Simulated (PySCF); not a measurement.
# CH8GeSi: the cost of one run

Computed with PySCF 2.14.0, with density-fitted response routines of our own, on a single molecule in the gas phase. Atoms are numbered from 0 throughout.

**1. The starting structure**

11 atoms, charge 0, multiplicity 1; geometry from: GFN2-xTB. The atoms were then displaced at random by about 0.01 Å, so the start is not that level's minimum.

Bonds of the start (Å): Si0–C1 1.90, C1–Ge2 1.98, Si0–H3 1.47, Si0–H4 1.49, Si0–H5 1.47, C1–H6 1.09, C1–H7 1.09, Ge2–H8 1.48, Ge2–H9 1.51, Ge2–H10 1.49.

**2. Optimising the geometry at PBE0-D3(BJ)/def2-SVP**

What the job is given:

```
{"job": {"xc": "PBE0", "basis": "def2-SVP", "d3": "d3bj", "grid": 1, "shake": 0.01, "kind": "geom"}, "charge": 0, "multiplicity": 1}
Si     1.517420     0.648350     0.009210
C      0.247870    -0.761060    -0.137100
Ge    -1.631820    -0.184840     0.064340
H      2.881570     0.134180    -0.170620
H      1.222830     1.657090    -1.050670
H      1.376130     1.304390     1.322150
H      0.483310    -1.512050     0.622160
H      0.379360    -1.240690    -1.108030
H     -2.009340     0.821310    -0.948950
H     -1.856870     0.447990     1.416580
H     -2.572350    -1.340490    -0.034750
```

Started as:

```bash
$ OMP_NUM_THREADS=1 python probes_run.py task.json out
```

The driver reads the jobs from task.json and runs them one after another.

**Question.** How long does this first job take on 1 thread of Arm Neoverse V2, shared host, and how much memory does it need?

About 19 s, with a peak of 0.43 GiB.
